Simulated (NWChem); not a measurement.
# Si2HCl3F2 (SMILES F[Si](F)(Cl)[SiH](Cl)Cl) at 3 levels

We compute a comparison of 3 runs (HF/STO-3G, HF/3-21G, B3LYP/6-31G*) of Si2HCl3F2. 

The calculation is run with NWChem 7.3.0.

**1. The system as given**

The species is Si2HCl3F2 (8 atoms), meant as a singlet with charge 0. As SMILES, `F[Si](F)(Cl)[SiH](Cl)Cl`. Geometry: relaxed at PBE0-D4/def2-TZVP. This is one conformer, not always the lowest.

Bond lengths: F1–Si2 1.582 Å, Si2–F3 1.582 Å, Si2–Cl4 2.023 Å, Si2–Si5 2.337 Å, Si5–Cl6 2.041 Å, Si5–Cl7 2.041 Å, Si5–H8 1.478 Å. Some angles: F1–Si2–F3 106.9°, F1–Si2–Cl4 108.8°, F1–Si2–Si5 110.6°, F3–Si2–Cl4 108.8°, F3–Si2–Si5 110.6°, Cl4–Si2–Si5 111.0°, Si2–Si5–Cl6 107.4°, Si2–Si5–Cl7 107.4°, Cl6–Si5–Cl7 110.6°, Si2–Si5–H8 114.1°.

**2. Energy and gradient at HF/STO-3G (run 1)**

calc.nw reads:

```
start calc
title "Cl3F2HSi2"
memory total 2200 mb

geometry noautosym nocenter noautoz
   F       -0.505600       0.353600      -2.237100
   Si      -0.512800      -0.524100      -0.920800
   F        0.111600      -1.927100      -1.300900
   Cl      -2.428000      -0.800600      -0.331900
   Si       0.738900       0.505800       0.762500
   Cl      -0.142700       2.300700       1.169100
   Cl       0.678300      -0.709700       2.400500
   H        2.152500       0.744200       0.402700
end

basis spherical bse
   * library STO-3G
end

scf
   thresh 1e-08
   maxiter 80
   print low
end

task scf gradient
```

Launch:

```console
$ nwchem calc.nw > calc.out
```

The program printed:

```text
[...]
  functions       =    56
[...]
  wavefunction    = RHF
[...]
         Total SCF energy =  -2131.830526116654
      One-electron energy =  -4449.136263317351
      Two-electron energy =   1572.104703405942
 Nuclear repulsion energy =    745.201033794755
        Time for solution =      3.5s
[...]
                         RHF ENERGY GRADIENTS
    atom               coordinates                        gradient
                 x          y          z           x          y          z
   1 F      -0.955445   0.668207  -4.227506    0.000746  -0.008048   0.014779
   2 Si     -0.969051  -0.990405  -1.740060   -0.034566  -0.017220  -0.018968
   3 F       0.210893  -3.641691  -2.458345   -0.005524   0.015077   0.005328
   4 Cl     -4.588255  -1.512915  -0.627200    0.029719   0.004488  -0.008665
   5 Si      1.396319   0.955823   1.440916   -0.021298   0.011826   0.043148
   6 Cl     -0.269664   4.347693   2.209279    0.007542  -0.021785  -0.007087
   7 Cl      1.281801  -1.341139   4.536287   -0.001659   0.011955  -0.020893
   8 H       4.067635   1.406334   0.760993    0.025040   0.003708  -0.007642
 Task  times  cpu:        4.3s     wall:        4.3s
 Total times  cpu:        4.3s     wall:        4.3s
```

Wall time 5.1 s (1 thread of Intel Xeon 6975P-C (Granite Rapids), shared host); peak memory 0.097 GiB.

**3. Energy and forces at HF/3-21G (run 2)**

a.nw reads:

```
start a
title "Cl3F2HSi2"
memory 2200 mb

geometry units angstroms noautosym nocenter noautoz
   F     -0.505600     0.353600    -2.237100
   Si    -0.512800    -0.524100    -0.920800
   F      0.111600    -1.927100    -1.300900
   Cl    -2.428000    -0.800600    -0.331900
   Si     0.738900     0.505800     0.762500
   Cl    -0.142700     2.300700     1.169100
   Cl     0.678300    -0.709700     2.400500
   H      2.152500     0.744200     0.402700
end

basis spherical bse
   * library 3-21G
end

scf
   thresh 1e-08
   maxiter 80
end

task scf gradient
```

Launch:

```console
$ nwchem a.nw > a.out
```

The program printed:

```text
[...]
  functions       =    85
[...]
  wavefunction    = RHF
[...]
         Total SCF energy =  -2145.307852851629
      One-electron energy =  -4458.109142592272
      Two-electron energy =   1567.600255945887
 Nuclear repulsion energy =    745.201033794755
        Time for solution =      4.3s
[...]
                         RHF ENERGY GRADIENTS
    atom               coordinates                        gradient
                 x          y          z           x          y          z
   1 F      -0.955445   0.668207  -4.227506   -0.002605  -0.014612   0.025536
   2 Si     -0.969051  -0.990405  -1.740060   -0.024058  -0.016263  -0.023571
   3 F       0.210893  -3.641691  -2.458345   -0.013267   0.024743   0.009434
   4 Cl     -4.588255  -1.512915  -0.627200    0.039926   0.005839  -0.012109
   5 Si      1.396319   0.955823   1.440916   -0.025064   0.011448   0.044715
   6 Cl     -0.269664   4.347693   2.209279    0.019580  -0.039897  -0.008465
   7 Cl      1.281801  -1.341139   4.536287    0.001235   0.027393  -0.035996
   8 H       4.067635   1.406334   0.760993    0.004253   0.001349   0.000456
[...]
```

Run time: 6 s. Hardware: 1 thread of Intel Xeon 6975P-C (Granite Rapids), shared host; peak memory 0.097 GiB.

**4. Energy and forces at B3LYP/6-31G(d) (Cartesian functions) (run 3)**

struct.nw reads:

```
START struct
TITLE "Cl3F2HSi2 gradient"
memory 2200 mb

GEOMETRY units au noautosym nocenter noautoz
F   -0.95544553   0.66820716  -4.22750631
Si  -0.96905156  -0.99040546  -1.74005982
F    0.21089344  -3.64169121  -2.45834472
Cl  -4.58825503  -1.51291474  -0.62720010
Si   1.39631863   0.95582347   1.44091617
Cl  -0.26966392   4.34769289   2.20927881
Cl   1.28180123  -1.34113863   4.53628756
H    4.06763548   1.40633418   0.76099271
END

BASIS cartesian
* library 6-31G*
END

DFT
xc b3lyp
grid fine
convergence energy 1e-08
maxiter 100
mulliken
print medium
END

TASK dft gradient
```

Launch:

```console
$ nwchem struct.nw > struct.out
```

The program printed:

```text
[...]
          Wavefunction type:  closed shell.
          No. of atoms     :     8
          No. of electrons :    98
[...]
          Charge           :     0
          Spin multiplicity:     1
[...]
          AO basis - number of functions:   127
[...]
              XC Information
              --------------
                         B3LYP Method XC Potential
                     Hartree-Fock (Exact) Exchange  0.200
                        Slater Exchange Functional  0.800 local
                    Becke 1988 Exchange Functional  0.720 non-local
              Lee-Yang-Parr Correlation Functional  0.810
                  VWN I RPA Correlation Functional  0.190 local
[...]
 d= 0,ls=0.0,diis     1  -2159.9827751961 -2.91D+03  1.87D-02  1.60D+00     4.2
[...]
 d= 0,ls=0.0,diis    10  -2160.1350590232 -1.28D-09  1.94D-07  6.09D-10    31.5
         Total DFT energy =    -2160.135059023232
      One electron energy =    -4473.732976442001
           Coulomb energy =     1716.585727223156
    Exchange-Corr. energy =     -148.188790318896
 Nuclear repulsion energy =      745.200980514509
[...]
  wavefunction    = closed shell
[...]
```

Run time: 40 s. Hardware: 1 thread of Intel Xeon 6975P-C (Granite Rapids), shared host; peak memory 0.13 GiB.

**5. Overview of the runs**

| run | level | Cartesian functions | iteration cap | energy (Eh) | largest force (eV/Å) | wall time |
| --- | --- | --- | --- | --- | --- | --- |
| 1 | HF/STO-3G | no | 80 | -2131.830526 | 2.548 | 5.1 s |
| 2 | HF/3-21G | no | 80 | -2145.307853 | 2.701 | 6 s |
| 3 | B3LYP/6-31G* (Cartesian functions) | yes | 100 | -2160.135059 | 0.750 | 40 s |

**6. What came out**

| quantity | value |
| --- | --- |
| run 3: total energy | -2160.13506 Eh |
| run 3: dipole moment | 1.27 D |
| run 3: HOMO energy | -8.64 eV |
| run 3: LUMO energy | -1.14 eV |
| run 3: HOMO–LUMO gap | 7.49 eV |
| run 3: largest force on an atom | 0.750 eV/Å |

**Reading.** In run 1 the basis is minimal, so the values are rough. All runs together took 51 s, the longest 40 s.
